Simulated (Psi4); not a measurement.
**MP2/def2-SVPD run of CH3BFN (SMILES [H]/N=C(\B)F)**

Aim: the vertical singlet–triplet gap of CH3BFN at MP2/def2-SVPD, from 2 runs. 

The results are computed with Psi4 1.11.

2 further runs of the same task are left out: 2 set aside as unsound or not needed.

**1. The molecule**

CH3BFN: 7 atoms, total charge 0, spin state singlet. As SMILES, `[H]/N=C(\B)F`. Geometry: relaxed at PBE0-D4/def2-TZVP.

Bond lengths: B1–C2 1.561 Å, C2–N3 1.256 Å, C2–F4 1.341 Å, B1–H5 1.191 Å, B1–H6 1.192 Å, N3–H7 1.018 Å. Angles: B1–C2–N3 126.3°, B1–C2–F4 116.4°, N3–C2–F4 117.0°, C2–B1–H5 119.8°, C2–B1–H6 118.6°, C2–N3–H7 110.2°, H5–B1–H6 121.5°.

**2. The energy at MP2/def2-SVPD**

The input, job.py:

```python
import psi4

psi4.set_memory('1600 MB')
psi4.set_num_threads(1)
psi4.core.set_output_file('output.dat', False)

m = psi4.geometry("""
0 1
B     -0.350500     0.865300    -0.251700
C      0.571400    -0.355700     0.056300
N      0.197700    -1.487600     0.452000
F      1.864300    -0.223700    -0.274300
H     -0.170600     1.508700    -1.237600
H     -1.272000     1.080800     0.473100
H     -0.779100    -1.455800     0.736500
units angstrom
symmetry c1
no_reorient
no_com
""")

psi4.set_options({
    'basis': 'def2-SVPD',
    'reference': 'rhf',
    'puream': True,
    'e_convergence': 1e-09,
    'd_convergence': 1e-08,
    'scf_type': 'pk',
    'num_frozen_docc': 4,
    'mp2_type': 'conv',
})

energy_value = psi4.energy('mp2')
print('E =', round(energy_value, 9))
```

Started as:

```bash
python job.py
```

output.dat:

```text
[...]
  Running in c1 symmetry.
[...]
  Nuclear repulsion =  102.238370836204865
[...]
  Multiplicity = 1
[...]
  Nalpha       = 15
  Nbeta        = 15
[...]
    Number of basis functions: 107
[...]
   @RHF iter   1:  -217.90982358022515   -8.51463e-01   3.55039e-03 ADIIS/DIIS
[...]
   @RHF iter  13:  -217.98593733242561   -2.53237e-11   6.50306e-09 DIIS
[...]
    Orbital Energies [Eh]
    ---------------------
    Doubly Occupied:
       1A    -26.316573     2A    -15.586960     3A    -11.366663
       4A     -7.656937     5A     -1.618108     6A     -1.228197
       7A     -0.874994     8A     -0.794352     9A     -0.714247
      10A     -0.705478    11A     -0.656158    12A     -0.586709
      13A     -0.538515    14A     -0.464895    15A     -0.455981
[...]
  @RHF Final Energy:  -217.98593733242561
   => Energetics <=
    Nuclear Repulsion Energy =            102.2383708362048651
    One-Electron Energy =                -501.3190812538094860
    Two-Electron Energy =                 181.0947730851790141
    Total Energy =                       -217.9859373324256069
[...]
 Multipole Moments:
 ------------------------------------------------------------------------------------
     Multipole            Electronic (a.u.)      Nuclear  (a.u.)        Total (a.u.)
 ------------------------------------------------------------------------------------
 L = 1.  Multiply by 2.5417464519 to convert [e a0] to [Debye]
 Dipole X            :        -34.2714751           33.2909272           -0.9805479
 Dipole Y            :         17.9117626          -17.1974526            0.7143100
 Dipole Z            :          0.5422304           -0.4788566            0.0633738
 Magnitude           :                                                    1.2147959
[...]
	SCS-MP2 Total Energy (a.u.)        :  -218.55440794058504
	SOS-MP2 Total Energy (a.u.)        :  -218.50591870232401
	SCSN-MP2 Total Energy (a.u.)       :  -218.24196051044376
[...]
	SOS-PI-MP2 Total Energy (a.u.)     :  -218.59258226397375
[...]
	MP2 Total Energy (a.u.)            :  -218.56472285545732
[...]
```

Standard output:

```text
E = -218.564722855
```

Run time: 11 s. Hardware: 1 thread of Intel Xeon Platinum 8259CL at 2.50GHz (Skylake/Cascade Lake), shared host; peak memory 0.72 GiB.

**3. The triplet, same level**

The input, input.dat:

```
memory 1.6 GB

molecule m {
  0 3
  B
  C 1 R2
  N 2 R3 1 A3
  F 2 R4 3 A4 1 D4
  H 1 R5 2 A5 3 D5
  H 1 R6 5 A6 2 D6
  H 3 R7 2 A7 4 D7

  R2 = 1.560642
  R3 = 1.255957
  A3 = 126.26398
  R4 = 1.341011
  A4 = 116.95234
  D4 = -172.13369
  R5 = 1.190935
  A5 = 119.78974
  D5 = -135.46248
  R6 = 1.192031
  A6 = 121.49764
  D6 = -175.46101
  R7 = 1.017885
  A7 = 110.20842
  D7 = 175.99553
  units angstrom
  symmetry c1
}

set reference uhf
set puream true
set e_convergence 1e-09
set d_convergence 1e-08
set scf_type pk
set num_frozen_docc 4
set mp2_type conv
set maxiter 200

e_tot, wfn = energy('mp2/def2-SVPD', return_wfn=True)
```

Started as:

```bash
psi4 -n 1 input.dat output.dat
```

output.dat:

```text
[...]
  Running in c1 symmetry.
[...]
  Nuclear repulsion =  102.238376853188512
[...]
  Multiplicity = 3
[...]
  Nalpha       = 16
  Nbeta        = 14
[...]
    Number of basis functions: 107
[...]
   @UHF iter   1:  -217.77383482503018   -7.15473e-01   2.94706e-03 ADIIS/DIIS
[...]
   @UHF iter  28:  -217.86485614407286   -1.79057e-11   5.85408e-09 DIIS
[...]
   @S^2 Observed:                2.021643777E+00
[...]
    Orbital Energies [Eh]
    ---------------------
    Alpha Occupied:
       1A    -26.334543     2A    -15.678988     3A    -11.383205
       4A     -7.596414     5A     -1.637355     6A     -1.325760
       7A     -0.920140     8A     -0.827447     9A     -0.771770
      10A     -0.737434    11A     -0.668869    12A     -0.659112
      13A     -0.601594    14A     -0.522719    15A     -0.485524
      16A     -0.284167
    Alpha Virtual:
      17A      0.076115    18A      0.103600    19A      0.122639
      20A      0.149382    21A      0.181086    22A      0.186662
      23A      0.193535    24A      0.207119    25A      0.217197
[...]
  @UHF Final Energy:  -217.86485614407286
   => Energetics <=
    Nuclear Repulsion Energy =            102.2383768531885124
    One-Electron Energy =                -500.7595337465523926
    Two-Electron Energy =                 180.6563007492910060
    Total Energy =                       -217.8648561440728599
  UHF NO Occupations:
  HONO-2 :   14  A 1.9953634
  HONO-1 :   15  A 1.0000000
[...]
 Multipole Moments:
 ------------------------------------------------------------------------------------
     Multipole            Electronic (a.u.)      Nuclear  (a.u.)        Total (a.u.)
 ------------------------------------------------------------------------------------
 L = 1.  Multiply by 2.5417464519 to convert [e a0] to [Debye]
 Dipole X            :          0.0804810           -0.3373368           -0.2568558
 Dipole Y            :          2.0295965           -3.0139960           -0.9843995
 Dipole Z            :          3.3562519           -2.9119411            0.4443108
 Magnitude           :                                                    1.1101484
[...]
	SCS-MP2 Total Energy (a.u.)        :  -218.39800189633183
	SOS-MP2 Total Energy (a.u.)        :  -218.35120579990456
	SCSN-MP2 Total Energy (a.u.)       :  -218.11193953320890
[...]
	SOS-PI-MP2 Total Energy (a.u.)     :  -218.43226407587650
[...]
	MP2 Total Energy (a.u.)            :  -218.41053581321447
[...]
```

It took 15 s on 1 thread of Intel Xeon Platinum 8259CL at 2.50GHz (Skylake/Cascade Lake), shared host; peak memory 0.73 GiB.

**4. Outcome**

At MP2/def2-SVPD, 4 core orbitals frozen:

```
                                                           quantity          value
                                              singlet: total energy  -218.56472 Eh
                       singlet: HOMO energy (Hartree–Fock orbitals)      -12.41 eV
                       singlet: LUMO energy (Hartree–Fock orbitals)        0.79 eV
                     singlet: HOMO–LUMO gap (Hartree–Fock orbitals)       13.19 eV
               singlet: correlation energy (4 core orbitals frozen)     -578.8 mEh
                                              triplet: total energy  -218.41054 Eh
triplet: HOMO energy (Hartree–Fock orbitals) (highest over α and β)       -7.73 eV
 triplet: LUMO energy (Hartree–Fock orbitals) (lowest over α and β)       -0.96 eV
               triplet: correlation energy (4 core orbitals frozen)     -545.7 mEh
                         triplet: ⟨S²⟩ of the reference determinant          2.022
                   vertical energy of the triplet above the singlet       4.196 eV
```

In words: At this shape the triplet lies 4.20 eV (405 kJ/mol) above the singlet.
